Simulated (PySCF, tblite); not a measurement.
# C4H8OSSi− (doublet): geometry, infrared bands and EPR parameters

Wanted: the infrared bands and EPR parameters of C4H8OSSi− (doublet) (`[CH2-][C]1C[SiH2]C[S@]1=O`), by calculation.

Programs: tblite 0.8.0 and PySCF 2.14.0, with density-fitted response routines of our own. Each step states its level of theory. These are calculated values for one molecule in the gas phase, unless marked as measured. Atoms count from 0, in the outputs and in this text.

**1. Starting geometry**

15 atoms, charge -1, multiplicity 2; geometry from: force field or distance geometry start.

Bonds of the start (Å): C0–C1 1.45, C1–C2 1.50, C2–Si3 1.90, Si3–C4 1.84, C4–S5 1.84, S5–O6 1.50, S5–C1 1.79, C0–H7 1.09, C0–H8 1.08, C2–H9 1.09, C2–H10 1.10, Si3–H11 1.50, Si3–H12 1.47, C4–H13 1.09, C4–H14 1.10.

**2. Relaxing the molecule with GFN2-xTB**

The job: settings as JSON, then the geometry in Å.

```
{"job": {"kind": "relax", "xc": "GFN2-xTB", "basis": "xTB"}, "charge": -1, "multiplicity": 2}
C      2.411700    -0.236700    -0.260400
C      0.969800    -0.095700    -0.273800
C      0.111700    -1.272400     0.092600
Si    -1.664800    -0.603800     0.073400
C     -1.360000     1.209700     0.172500
S      0.212700     1.461300    -0.740100
O      0.991600     2.532500    -0.026100
H      3.032800     0.634000    -0.464700
H      2.874100    -1.171600     0.027100
H      0.351500    -1.646300     1.090200
H      0.213200    -2.082500    -0.637300
H     -2.463800    -1.126100     1.230600
H     -2.338300    -0.973300    -1.185700
H     -1.209900     1.554400     1.190700
H     -2.136500     1.824500    -0.311000
```

Started as:

```sh
OMP_NUM_THREADS=1 python probes_run.py task.json out
```

The driver reads the jobs from task.json and runs them one after another.

The program printed:

```text
step      E/eV     max force
  0    -591.84469    2.721
  1    -592.00989    0.978
  2    -592.07444    0.774
  3    -592.14630    0.534
  4    -592.17291    0.524
  5    -592.21176    0.395
  6    -592.23193    0.513
  7    -592.27114    0.582
  8    -592.31106    0.623
  9    -592.35033    0.555
 10    -592.38022    0.463
 11    -592.40517    0.389
 12    -592.43089    0.526
 13    -592.46839    0.566
 14    -592.50095    0.461
 15    -592.52177    0.371
 16    -592.53588    0.302
 17    -592.55226    0.326
 18    -592.56297    0.254
 19    -592.57132    0.255
 20    -592.57966    0.210
 21    -592.58813    0.306
 22    -592.59648    0.342
 23    -592.60573    0.263
 24    -592.61549    0.253
 25    -592.62495    0.288
 26    -592.63276    0.260
 27    -592.63741    0.198
 28    -592.64017    0.146
 29    -592.64283    0.160
 30    -592.64627    0.193
 31    -592.65077    0.254
 32    -592.65640    0.229
 33    -592.66193    0.218
 34    -592.66789    0.241
 35    -592.67346    0.184
 36    -592.67755    0.158
 37    -592.67993    0.138
 38    -592.68218    0.142
 39    -592.68527    0.163
 40    -592.68925    0.231
 41    -592.69312    0.199
 42    -592.69664    0.184
 43    -592.69984    0.182
 44    -592.70520    0.239
 45    -592.71270    0.342
 46    -592.72561    0.421
 47    -592.73770    0.361
 48    -592.74501    0.212
 49    -592.74956    0.161
 50    -592.75330    0.227
 51    -592.75768    0.257
 52    -592.76394    0.203
 53    -592.76834    0.150
 54    -592.77155    0.151
 55    -592.77436    0.146
 56    -592.77672    0.136
 57    -592.77870    0.110
 58    -592.78095    0.094
 59    -592.78296    0.106
 60    -592.78532    0.133
 61    -592.78905    0.203
 62    -592.79489    0.272
 63    -592.80134    0.297
 64    -592.80717    0.150
 65    -592.80971    0.138
 66    -592.81085    0.112
 67    -592.81194    0.091
 68    -592.81312    0.063
 69    -592.81400    0.075
 70    -592.81470    0.074
 71    -592.81516    0.066
 72    -592.81566    0.070
 73    -592.81619    0.050
 74    -592.81668    0.057
 75    -592.81712    0.056
 76    -592.81749    0.065
 77    -592.81778    0.036
 78    -592.81802    0.030
 79    -592.81820    0.050
 80    -592.81842    0.068
 81    -592.81878    0.084
 82    -592.81936    0.083
 83    -592.82003    0.065
 84    -592.82060    0.052
 85    -592.82103    0.053
 86    -592.82155    0.057
 87    -592.82253    0.102
 88    -592.82430    0.146
 89    -592.82665    0.141
 90    -592.82868    0.098
 91    -592.83023    0.093
 92    -592.83169    0.129
 93    -592.83378    0.165
 94    -592.83624    0.162
 95    -592.83851    0.183
 96    -592.84076    0.136
 97    -592.84223    0.130
 98    -592.84367    0.119
 99    -592.84576    0.102
100    -592.84721    0.086
101    -592.84794    0.093
102    -592.84891    0.135
103    -592.85003    0.085
104    -592.85148    0.067
105    -592.85219    0.051
106    -592.85251    0.044
107    -592.85270    0.041
108    -592.85286    0.040
109    -592.85319    0.037
110    -592.85339    0.040
111    -592.85369    0.041
112    -592.85389    0.031
113    -592.85402    0.021
114    -592.85407    0.017
115    -592.85411    0.016
116    -592.85415    0.019
117    -592.85420    0.023
118    -592.85424    0.019
119    -592.85428    0.012
120    -592.85431    0.012
121    -592.85433    0.008
```

Run time: 0.94 s. Hardware: 1 thread of Arm Neoverse V1, shared host.

Relaxation path: (not every step is listed)

```csv
step,energy from step 0 (eV),largest force (eV/Å)
0,0.0000,2.7215
1,-0.1652,0.9778
2,-0.2297,0.7737
3,-0.3016,0.5340
4,-0.3282,0.5236
5,-0.3671,0.3947
6,-0.3872,0.5134
7,-0.4264,0.5817
8,-0.4664,0.6228
18,-0.7183,0.2538
28,-0.7955,0.1460
38,-0.8375,0.1418
48,-0.9003,0.2123
58,-0.9363,0.0939
68,-0.9684,0.0631
78,-0.9733,0.0304
88,-0.9796,0.1460
98,-0.9990,0.1186
108,-1.0082,0.0401
116,-1.0095,0.0192
117,-1.0095,0.0227
118,-1.0095,0.0191
119,-1.0096,0.0116
120,-1.0096,0.0116
121,-1.0096,0.0075
```

Distances of close pairs at the start and the end, largest changes first:

```
  bond  before (Å)  after (Å)  change (Å)
 C4–S5       1.836      2.543      +0.707
 C0–C1       1.449      1.334      -0.115
C2–Si3       1.898      1.932      +0.034
 C1–S5       1.793      1.769      -0.024
 C1–C2       1.502      1.478      -0.023
Si3–C4       1.842      1.820      -0.022
C4–H14       1.102      1.082      -0.020
 C0–H7       1.089      1.077      -0.012
```

The final coordinates are the input of the step that follows.

**3. Infrared spectrum with GFN2-xTB**

The job: settings as JSON, then the geometry in Å.

```
{"job": {"kind": "ir", "xc": "GFN2-xTB", "basis": "xTB"}, "charge": -1, "multiplicity": 2}
C      2.143294    -0.187483     0.427084
C      1.047351    -0.138659    -0.332069
C      0.045912    -1.213412    -0.498273
Si    -1.578376    -0.592053     0.343852
C     -1.542122     1.219747     0.175228
S      0.596570     1.338359    -1.194974
O      1.542328     2.432738    -0.767769
H      2.773597     0.680841     0.524174
H      2.432526    -1.075163     0.971368
H      0.417515    -2.154968    -0.086926
H     -0.152076    -1.364624    -1.561459
H     -1.557509    -1.213479     1.697087
H     -2.692313    -1.268597    -0.365439
H     -1.142715     1.807740     0.989590
H     -2.338397     1.737001    -0.343385
```

The program printed:

```text
mode    cm-1     km/mol
  1      49.7      2.32
  2     102.2      0.40
  3     117.9      1.21
  4     192.6      1.90
  5     218.1     12.67
  6     239.1     11.33
  7     316.2     12.78
  8     321.1      3.76
  9     426.2      7.07
 10     439.3     45.70
 11     484.2     14.07
 12     575.2     21.69
 13     606.4      6.92
 14     615.4      7.45
 15     627.3      7.06
 16     704.8     65.75
 17     718.0    150.68
 18     769.8      7.00
 19     793.0      4.80
 20     815.6    207.35
 21     826.0     94.44
 22     920.9    160.77
 23     946.0      2.64
 24    1021.8    377.59
 25    1083.0     30.84
 26    1181.0     29.15
 27    1201.3     10.48
 28    1399.3     20.84
 29    1439.4      5.45
 30    1482.1      1.57
 31    1635.8     79.40
 32    1990.6    621.86
 33    2049.8    522.59
 34    2937.1     97.50
 35    2955.1     64.53
 36    3027.6     66.19
 37    3041.1    105.44
 38    3051.3     65.51
 39    3103.6     38.63
```

It took 0.58 s on 1 thread of Arm Neoverse V1, shared host.

The strongest bands and the atoms that carry them (share of the mass-weighted mode):

| cm⁻¹ | km/mol | atoms |
| --- | --- | --- |
| 718 | 150.7 | C2 24 %, H12 17 %, Si3 16 %, H8 15 % |
| 816 | 207.3 | H12 46 %, H11 33 % |
| 921 | 160.8 | C4 49 %, Si3 34 % |
| 1022 | 377.6 | O6 64 %, S5 34 % |
| 1991 | 621.9 | H11 87 % |
| 2050 | 522.6 | H12 88 % |
| 2937 | 97.5 | H9 72 %, H10 20 % |
| 3041 | 105.4 | H8 91 % |

The optimised geometry no longer has the bonds of the starting formula, so what follows describes that rearranged structure.

**4. EPR parameters: B3LYP/pcH-1**

The job, as its differences from that of step 3:

```diff
@@ -1,2 +1,2 @@
-{"job": {"kind": "ir", "xc": "GFN2-xTB", "basis": "xTB"}, "charge": -1, "multiplicity": 2}
+{"job": {"kind": "epr", "basis": "pcH-1"}, "charge": -1, "multiplicity": 2}
 C      2.143294    -0.187483     0.427084
```

Method: UKS B3LYP, pcH-1 on C H O S Si, non-relativistic, mean-field spin-orbit, GIAO.

The program printed:

```text
UKS, coarse grid
  cycle   1  E = -919.88075960  |g| = 7.53e-01
  cycle   2  E = -918.53239755  |g| = 1.82e+00
  cycle   3  E = -920.01726448  |g| = 4.25e-01
  cycle   4  E = -920.10399129  |g| = 1.53e-01
  cycle   5  E = -920.11404936  |g| = 6.13e-02
  cycle   6  E = -920.11587125  |g| = 2.37e-02
  cycle   7  E = -920.11617024  |g| = 6.95e-03
  cycle   8  E = -920.11619868  |g| = 2.30e-03
  cycle   9  E = -920.11620041  |g| = 7.83e-04
UKS, final grid
  cycle   1  E = -920.11622539  |g| = 8.98e-04
  cycle   2  E = -920.11622495  |g| = 1.43e-03
  cycle   3  E = -920.11622588  |g| = 2.91e-04
  cycle   4  E = -920.11622592  |g| = 1.16e-04
  cycle   5  E = -920.11622594  |g| = 1.21e-04
  cycle   6  E = -920.11622595  |g| = 3.54e-05
  cycle   7  E = -920.11622595  |g| = 8.88e-06
E = -920.11622595 Eh   <S^2> = 0.7566 (exact 0.7500)
g shifts (ppm)      1          2          3
  rmc          -219       -219       -219
  gc              1         59         34
  oz_so           0        518       4292
  total        -218        359       4108
hyperfine (MHz)  atom isotope    a_iso     a_fc   dipolar eigenvalues
    0   13C      15.73      15.79    -14.96    -13.98     28.95
    1   13C     -16.42     -16.29     -4.84      1.43      3.41
    2   13C      22.83      22.84     -1.30     -0.08      1.38
    3  29Si      26.74      26.70     -7.49      3.21      4.28
    4   13C     175.01     175.10    -33.26    -32.90     66.16
    5   33S      94.71      95.31    -33.43    -30.67     64.10
    6   17O     -12.69     -12.20    -50.52     24.36     26.16
    7    1H     -12.17     -12.17     -4.56     -0.92      5.48
    8    1H     -13.07     -13.05     -7.76      0.16      7.60
    9    1H      -1.65      -1.64     -1.32     -0.32      1.65
   10    1H      -4.75      -4.75     -2.39      0.04      2.36
   11    1H       9.18       9.18     -2.11     -0.91      3.03
   12    1H      -1.19      -1.19     -2.27     -1.11      3.37
   13    1H     -23.07     -23.06    -16.26     -1.66     17.92
   14    1H     -23.81     -23.81    -16.82     -1.21     18.03
```

Run time: 98 s. Hardware: 1 thread of Arm Neoverse V1, shared host; peak memory 0.97 GiB.

Principal g values 2.00210, 2.00268, 2.00643; g(iso) = 2.00374, against 2.00232 for a free electron.

Hyperfine couplings, nucleus by nucleus at this fixed geometry (no averaging over rotations):

| nuclei | isotope | a(iso) (MHz) | a(iso) (G, at g = 2.0023) | largest dipolar term (MHz) |
| --- | --- | --- | --- | --- |
| C4 | 13C | 175.0 | 62.4 | 66.2 |
| S5 | 33S | 94.7 | 33.8 | 64.1 |
| Si3 | 29Si | 26.7 | 9.5 | -7.5 |
| H14 | 1H | -23.8 | -8.5 | 18.0 |
| H13 | 1H | -23.1 | -8.2 | 17.9 |
| C2 | 13C | 22.8 | 8.1 | 1.4 |
| C1 | 13C | -16.4 | -5.9 | -4.8 |
| C0 | 13C | 15.7 | 5.6 | 28.9 |
| H8 | 1H | -13.1 | -4.7 | -7.8 |
| O6 | 17O | -12.7 | -4.5 | -50.5 |
| H7 | 1H | -12.2 | -4.3 | 5.5 |
| H11 | 1H | 9.2 | 3.3 | 3.0 |
| H10 | 1H | -4.7 | -1.7 | -2.4 |
| H9 | 1H | -1.6 | -0.6 | 1.6 |

Mulliken spin populations:

C0 0.21; C1 -0.05; C2 0.01; Si3 0.07; C4 0.42; S5 0.26; O6 0.13; H7 -0.01; H8 -0.01; H9 0.00; H10 0.00; H11 0.00; H12 0.00; H13 -0.02; H14 -0.01

The fields below are evaluated on a grid from the run's orbitals.

ELF in a plane through or near 6 of the atoms.

Ten even steps from '0' (0.00) to '9' (1.00):
```
0000000000000000000000000000
0000000000000000000000000000
0000000001110000000000000000
0000000146752000000010000000
0000001588873000014886200000
0000013782473221258999600000
0000001577766763679999600000
0000000023345864877986200000
0000133100378533776410000000
0000145546526301565321000000
0000145678574644300377741000
0000245677669549711899996000
0000123431026328834999997100
0000011110059986422899995000
0000000000199995000167740000
0000000000189994000011100000
0000000000036640000000000000
0000000000000000000000000000
0000000000000000000000000000
0000000000000000000000000000
```
The map spans 10.8 Å across and 10.0 Å up, centred on the molecule. Atoms in the plane (x, y in Å): C1 (-1.0, -0.2), C2 (0.0, -1.2), O6 (-1.7, 2.4), H9 (-0.3, -2.2), H12 (2.8, -1.1), H14 (2.2, 1.9).

log10 of the density (e/Å³) in the same plane.

Ten even steps from '0' (-4.0) to '9' (1.9):
```
0000000000000000000000000000
0000000012211000000000000000
0000001233332110111110000000
0000023455554322222222100000
0000134567765443344443210000
0000134578865544455554321000
0001234567766655666764421000
0001234455666665666654321000
0012344455666655666544321000
0012345566676555566554332100
0012345667797665666555432110
0012345566667776666666543210
0001334455556776655666543210
0001233444456766555555432110
0000122233456665433333322100
0000011122345554322222221000
0000000011223332211111100000
0000000000011111000000000000
0000000000000000000000000000
0000000000000000000000000000
```
The map spans 10.8 Å across and 10.0 Å up, centred on the molecule. Atoms in the plane (x, y in Å): C1 (-1.0, -0.2), C2 (0.0, -1.2), O6 (-1.7, 2.4), H9 (-0.3, -2.2), H12 (2.8, -1.1), H14 (2.2, 1.9).

On the surface of density 0.002 e/bohr³ the electrostatic potential runs, from the 1st to the 99th percentile, from -5.76 V near O6 to -2.68 V near H9.

The spin density lies nearest to C4 27 %; S5 24 %; O6 13 %; C0 11 %.

**5. Results**

| quantity | value |
| --- | --- |
| strongest single infrared mode (GFN2-xTB) | 1991 cm⁻¹, 622 km/mol |
| zero-point energy (GFN2-xTB) | 63.5 kcal/mol |
| g(iso) (B3LYP) | 2.00374 |
| ⟨S²⟩ | 0.757 (exact 0.75) |
| largest a(iso) | 13C on C4, 175.0 MHz |

What this shows: Over 121 steps the energy fell by 1.010 eV; of the close pairs, C4–S5 changed most, 1.836 to 2.543 Å. All 39 modes are real, so the xTB geometry is a minimum. The strongest single mode, at 1991 cm⁻¹, moves mainly H11. GFN2-xTB is a fitted tight-binding method: band positions and strengths are rough. Its intensities can rank the bands wrongly. The structure rearranged or came apart on optimisation; the results belong to the end geometry, not to the formula as drawn. The largest share of the spin, 0.42 e, sits on C4. The isotropic g lies 1.4 ppt above the free-electron value.
